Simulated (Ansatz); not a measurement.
**C3H10InN: one species, many methods**

Aim: compute C3H10InN with functionals from several rungs and with coupled cluster, and see how far each lands from CCSD(T) at the basis-set limit for the atomisation energy.

Computed with Ansatz 0.2.0, Gaussian basis. Level: functionals in def2-TZVPP, the program's frozen cores in correlated methods.

The runs, in order: LDA (SPW92), PBE-D4, revPBE-D4, BLYP-D4, r2SCAN-D4, B97M-V, PBE0-D4, B3LYP-D4, r2SCANh-D4, r2SCAN0-D4, HSE06-D4, BHLYP-D4, CAM-B3LYP-D4, LC-ωPBE, ωB97X-V, ωB97M-V, B2PLYP, PBE-QIDH; CCSD(T)/def2-SVP; CCSD(T)/def2-TZVPP; MP2/def2-QZVPP; extrapolation to the limit; RPA on PBE.

1 further run of the same task is left out (for a known fault of the program).

## 1. Structure used throughout

The geometry comes from an earlier relaxation with PBE0-D4 in a triple-zeta def2 set; it is a stationary point, not always the lowest conformer. In takes the def2 core potential; no spin-orbit term is included.

SMILES `CC[N](C)[InH2]`, 15 atoms, charge 0, spin multiplicity 1.

Atoms are counted from 1 here; the program's logs count them from 0.

Bond lengths: C1–C2 1.511 Å, C1–H6 1.094 Å, C1–H7 1.094 Å, C1–H8 1.092 Å, C2–N3 1.440 Å, C2–H9 1.104 Å, C2–H10 1.104 Å, N3–C4 1.441 Å, N3–In5 2.024 Å, C4–H11 1.092 Å, C4–H12 1.101 Å, C4–H13 1.101 Å, In5–H14 1.708 Å, In5–H15 1.717 Å. Angles: C2–C1–H6 111.4°, C2–C1–H7 111.4°, C2–C1–H8 110.3°, H6–C1–H7 107.9°, H6–C1–H8 107.8°, H7–C1–H8 107.8°, C1–C2–N3 114.3°, C1–C2–H9 108.9°, C1–C2–H10 108.9°, N3–C2–H9 109.5°, N3–C2–H10 109.5°, H9–C2–H10 105.2°, C2–N3–C4 111.6°, C2–N3–In5 128.1°, C4–N3–In5 120.4°, N3–C4–H11 111.1°, N3–C4–H12 111.7°, N3–C4–H13 111.7° and more.

## 2. LDA

This LDA is Slater exchange with PW92 correlation.

in.yaml

```yaml
crystal:
  periodic: [false, false, false]
  atoms:
    - {symbol: C, position_ang: [0.281943, 1.366343, -1.344941]}
    - {symbol: C, position_ang: [-0.161842, -0.045765, -1.041305]}
    - {symbol: N, position_ang: [-0.090718, -0.403459, 0.352047]}
    - {symbol: C, position_ang: [-0.528139, -1.758143, 0.573919]}
    - {symbol: In, position_ang: [0.524064, 0.741274, 1.904296]}
    - {symbol: H, position_ang: [1.322723, 1.530166, -1.051841]}
    - {symbol: H, position_ang: [-0.334804, 2.100849, -0.819465]}
    - {symbol: H, position_ang: [0.200778, 1.566377, -2.415351]}
    - {symbol: H, position_ang: [0.449227, -0.748147, -1.634273]}
    - {symbol: H, position_ang: [-1.195178, -0.181934, -1.404622]}
    - {symbol: H, position_ang: [-0.471638, -2.021367, 1.632585]}
    - {symbol: H, position_ang: [0.087428, -2.481984, 0.017073]}
    - {symbol: H, position_ang: [-1.569237, -1.909028, 0.247914]}
    - {symbol: H, position_ang: [1.045120, 2.346877, 1.647187]}
    - {symbol: H, position_ang: [0.418474, -0.153059, 3.366179]}
basis:
  gaussian: {orbitals: def2-TZVPP}
hamiltonian: {xc: lda}
output: {orbitals: {seedname: orbitals}}
```

The run is started by

```bash
ansatz run in.yaml --threads 8 --pin off --events-out ev --progress --plain --max-ram 18278MiB
```

Further steps of the session: PBE-D4 (GGA); revPBE-D4 (GGA); BLYP-D4 (GGA); r2SCAN-D4 (meta-GGA); B97M-V (meta-GGA); B3LYP-D4 (hybrid); r2SCANh-D4 (hybrid); r2SCAN0-D4 (hybrid); HSE06-D4 (hybrid); BHLYP-D4 (hybrid); CAM-B3LYP-D4 (range-separated); LC-ωPBE (range-separated); ωB97X-V (range-separated); ωB97M-V (range-separated); B2PLYP (double hybrid); PBE-QIDH (double hybrid); CCSD(T) in def2-SVP; CCSD(T) in def2-TZVPP; MP2 in def2-QZVPP; RPA on PBE orbitals.

**Question.** What will the summary of the whole plan be? Wanted: atomisation energy, CCSD(T)/CBS; farthest beyond LDA; mean size of error, GGA; mean size of error, meta-GGA; mean size of error, hybrid; mean size of error, range-separated; mean size of error, double hybrid; gap, smallest and largest; T1 diagnostic.

The runs gave:

| quantity | value |
| --- | --- |
| atomisation energy, CCSD(T)/CBS | 1235.6 kcal/mol |
| functionals within 12.4 kcal/mol (1.0 %) | revPBE-D4, BLYP-D4, r2SCAN-D4, B97M-V, PBE0-D4, B3LYP-D4, r2SCANh-D4, HSE06-D4, CAM-B3LYP-D4, LC-ωPBE, ωB97X-V, ωB97M-V, PBE-QIDH |
| farthest beyond LDA | BHLYP-D4 (-31.7 kcal/mol) |
| mean size of error, GGA | 11.9 kcal/mol |
| mean size of error, meta-GGA | 2.4 kcal/mol |
| mean size of error, hybrid | 10.0 kcal/mol |
| mean size of error, range-separated | 3.3 kcal/mol |
| mean size of error, double hybrid | 13.8 kcal/mol |
| gap, smallest and largest | 2.96 eV (BLYP-D4), 9.15 eV (LC-ωPBE) |
| T1 diagnostic | 0.0161 |
| triples share of the correlation energy | 3.6 % |

LDA overbinds by 171.9 kcal/mol (14 %). PBE-D4 is off by +16.4 kcal/mol. Double hybrids carry the basis error of their MP2 part in triple zeta, and no dispersion term here, so their miss is partly the set-up's. The rungs meta-GGA, range-separated, hybrid, GGA miss on average by less than the doubt on the reference (12.4 kcal/mol), so they tie. Misses under about 12.4 kcal/mol are within the doubt on the reference itself, which lacks core-valence correlation, spin-orbit coupling and higher excitations, and its outer-core shells are covered unevenly. All levels share the lack of spin-orbit coupling, which lowers the free heavy atoms and so the true binding. Hartree-Fock recovers 72 % of the binding; the rest is correlation. CCSD(T) in def2-SVP is off by -60.0 kcal/mol, worse than the median functional, from the basis alone. Orbital gaps span 3.0 to 9.1 eV; exact exchange widens them. Correlated methods include outer-core shells of In, which these sets cover unevenly.
